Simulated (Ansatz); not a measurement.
**CH₃Cu (SMILES [CH3][Cu]): functionals against CCSD(T) at one geometry**

Aim: energy, forces and dipole at a structure displaced at random from a GFN2-xTB minimum, from CCSD(T) and from density functionals.

Method: single points in def2-TZVPP; program: Ansatz 0.2.0, Gaussian basis.

Cores are frozen in the correlated methods. The 3s and 3p shells of Cu and Zn are frozen; filled d shells are correlated.

## 1. Where the work starts

5 atoms, charge 0, spin multiplicity 1.

Atoms are counted from 1 here; the program's logs count them from 0.

Bond lengths: C1–Cu2 2.059 Å, C1–H3 1.166 Å, C1–H4 1.099 Å, C1–H5 1.133 Å. Angles: Cu2–C1–H3 114.4°, Cu2–C1–H4 113.5°, Cu2–C1–H5 114.9°, H3–C1–H4 112.1°, H3–C1–H5 102.1°, H4–C1–H5 98.3°.

Geometry (Å):

```xyz
5

C    -0.0937   -0.0639   -0.0496
Cu    1.8409   -0.0339    0.6551
H    -0.7634   -0.8959    0.4172
H    -0.1613   -0.0465   -1.1463
H    -0.6945    0.8721    0.1657
```

## 2. CCSD(T)/def2-TZVPP

Input file run/in.yaml:

```yaml
crystal:
  periodic: [false, false, false]
  atoms:
    - {symbol: C, position_ang: [-0.093700, -0.063900, -0.049600]}
    - {symbol: Cu, position_ang: [1.840900, -0.033900, 0.655100]}
    - {symbol: H, position_ang: [-0.763400, -0.895900, 0.417200]}
    - {symbol: H, position_ang: [-0.161300, -0.046500, -1.146300]}
    - {symbol: H, position_ang: [-0.694500, 0.872100, 0.165700]}
basis:
  gaussian: {orbitals: def2-TZVPP}
correlation: {method: ccsd_t, frozen_orbitals: {C: 1, Cu: 9, H: 0}}
output: {forces: true}
```

No record of the launch command was kept for these runs.

## 3. PBE0-D4/def2-TZVPP

Edit run/in.yaml of step 2 so:

```diff
@@ -10,3 +10,3 @@
   gaussian: {orbitals: def2-TZVPP}
-correlation: {method: ccsd_t, frozen_orbitals: {C: 1, Cu: 9, H: 0}}
-output: {forces: true}
+hamiltonian: {xc: pbe0, dispersion: d4}
+output: {forces: true, orbitals: {seedname: orbitals}}
```

## 4. wB97M-V/def2-TZVPP

Edit run/in.yaml of step 3 so:

```diff
@@ -10,3 +10,3 @@
   gaussian: {orbitals: def2-TZVPP}
-hamiltonian: {xc: pbe0, dispersion: d4}
-output: {forces: true, orbitals: {seedname: orbitals}}
+hamiltonian: {xc: {name: wB97M-V}}
+output: {forces: true}
```

## 5. r2SCAN-D4/def2-TZVPP

Edit run/in.yaml of step 4 so:

```diff
@@ -10,3 +10,3 @@
   gaussian: {orbitals: def2-TZVPP}
-hamiltonian: {xc: {name: wB97M-V}}
+hamiltonian: {xc: r2scan, dispersion: d4}
 output: {forces: true}
```

## 6. PBE-D4/def2-TZVPP

Edit run/in.yaml of step 5 so:

```diff
@@ -10,3 +10,3 @@
   gaussian: {orbitals: def2-TZVPP}
-hamiltonian: {xc: r2scan, dispersion: d4}
+hamiltonian: {xc: pbe, dispersion: d4}
 output: {forces: true}
```

## 7. wB97X-V/def2-TZVPP

Edit run/in.yaml of step 6 so:

```diff
@@ -10,3 +10,3 @@
   gaussian: {orbitals: def2-TZVPP}
-hamiltonian: {xc: pbe, dispersion: d4}
+hamiltonian: {xc: {name: wB97X-V}}
 output: {forces: true}
```

## 8. SPW92/def2-TZVPP

Edit run/in.yaml of step 7 so:

```diff
@@ -10,3 +10,3 @@
   gaussian: {orbitals: def2-TZVPP}
-hamiltonian: {xc: {name: wB97X-V}}
+hamiltonian: {xc: lda}
 output: {forces: true}
```

(Steps that only read results are left out.)

Before running it: what results should come out? Wanted: energy less free atoms, CCSD(T)/def2-TZVPP; RMS force component; RMS force error; HOMO and LUMO, PBE0-D4; T1 diagnostic.

As calculated:

```
                                  quantity                                                                                         value
energy less free atoms, CCSD(T)/def2-TZVPP                                                                               -347.2 kcal/mol
                       RMS force component                                                          0.840 to 0.915 eV/Å over the methods
                           RMS force error  PBE0-D4 0.032, wB97M-V 0.044, r2SCAN-D4 0.094, PBE-D4 0.112, wB97X-V 0.041, SPW92 0.259 eV/Å
                    HOMO and LUMO, PBE0-D4                                                                            -6.39 and -2.01 eV
                             T1 diagnostic                                                                                         0.031
```

What this shows: Against CCSD(T) the functionals' energies less atoms differ by -56.8 to -5.8 kcal/mol, PBE-D4 by -15.5 kcal/mol. CCSD(T) in triple zeta still lacks some correlation energy of the bonds, so part of these gaps is its own basis error and they don't rank the functionals. On forces the order runs from PBE0-D4 to SPW92. Frozen-core CCSD(T) forces in triple zeta carry basis errors of their own, and this is one geometry, so small gaps rank nothing. The T1 diagnostic is large here, over the usual mark for main-group molecules (transition-metal compounds often pass it harmlessly), so CCSD(T) itself may be off.
